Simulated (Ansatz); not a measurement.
# AlCl2H6NSi2: how energies converge with the basis set

How large a basis does AlCl2H6NSi2 need? Two functionals are run in growing sets.

The runs use Ansatz 0.2.0, Gaussian basis; one geometry, several basis sets.

The runs, in order: PBE0-D4/def2-SVP; ωB97M-V/def2-SVP; PBE0-D4/def2-QZVPP; ωB97M-V/def2-QZVPP; the functionals' def2-TZVPP values are taken from earlier runs.

## (1) Structure used throughout

The geometry comes from an earlier relaxation with PBE0-D4 in a triple-zeta def2 set; it is a stationary point, not always the lowest conformer.

SMILES `[SiH3][N]([SiH3])[Al]([Cl])[Cl]`, 12 atoms, charge 0, spin multiplicity 1.

Atoms are counted from 1 here; the program's logs count them from 0.

Bond lengths: Si1–N2 1.745 Å, Si1–H7 1.484 Å, Si1–H8 1.488 Å, Si1–H9 1.486 Å, N2–Si3 1.745 Å, N2–Al4 1.769 Å, Si3–H10 1.488 Å, Si3–H11 1.484 Å, Si3–H12 1.486 Å, Al4–Cl5 2.078 Å, Al4–Cl6 2.078 Å. Angles: N2–Si1–H7 109.8°, N2–Si1–H8 108.4°, N2–Si1–H9 111.6°, H7–Si1–H8 109.3°, H7–Si1–H9 109.1°, H8–Si1–H9 108.4°, Si1–N2–Si3 115.8°, Si1–N2–Al4 122.1°, Si3–N2–Al4 122.2°, N2–Si3–H10 108.5°, N2–Si3–H11 109.8°, N2–Si3–H12 111.6°, H10–Si3–H11 109.3°, H10–Si3–H12 108.4°, H11–Si3–H12 109.2°, N2–Al4–Cl5 120.4°, N2–Al4–Cl6 120.5°, Cl5–Al4–Cl6 119.0°.

## (2) PBE0-D4 in def2-SVP

Input file in.yaml:

```yaml
crystal:
  periodic: [false, false, false]
  atoms:
    - {symbol: Si, position_ang: [-1.089572, -0.551426, -1.138404]}
    - {symbol: N, position_ang: [0.007875, 0.132368, 0.033129]}
    - {symbol: Si, position_ang: [1.087864, -0.996836, 0.809467]}
    - {symbol: Al, position_ang: [0.024039, 1.860599, 0.408912]}
    - {symbol: Cl, position_ang: [-0.987601, 3.211263, -0.803973]}
    - {symbol: Cl, position_ang: [1.054599, 2.570056, 2.068171]}
    - {symbol: H, position_ang: [-2.314782, 0.281136, -1.226273]}
    - {symbol: H, position_ang: [-1.456898, -1.923218, -0.694618]}
    - {symbol: H, position_ang: [-0.465862, -0.644614, -2.484353]}
    - {symbol: H, position_ang: [1.442255, -2.059638, -0.169565]}
    - {symbol: H, position_ang: [2.322199, -0.295768, 1.241789]}
    - {symbol: H, position_ang: [0.452685, -1.639023, 1.989916]}
basis:
  gaussian: {orbitals: def2-SVP}
hamiltonian: {xc: pbe0, dispersion: d4}
output: {orbitals: {seedname: orbitals}}
```

Launch:

```bash
> ansatz run in.yaml --threads 4 --pin off --events-out ev --progress --plain --max-ram 11315MiB
```

The runs that follow: ωB97M-V in def2-SVP; PBE0-D4 in def2-QZVPP; ωB97M-V in def2-QZVPP.

**Question.** What will the summary of the whole plan be? Wanted: PBE0-D4: double and triple zeta above quadruple; ωB97M-V: double and triple zeta above quadruple.

As calculated:

| quantity | value |
| --- | --- |
| PBE0-D4: double and triple zeta above quadruple | 20.01, 1.59 eV |
| ωB97M-V: double and triple zeta above quadruple | 19.89, 1.49 eV |

What this shows: PBE0-D4 gains 18.42 eV from double to triple zeta, then 1.59 eV more. These are total energies; as a rule much of such shifts cancels in differences, which this series doesn't test.
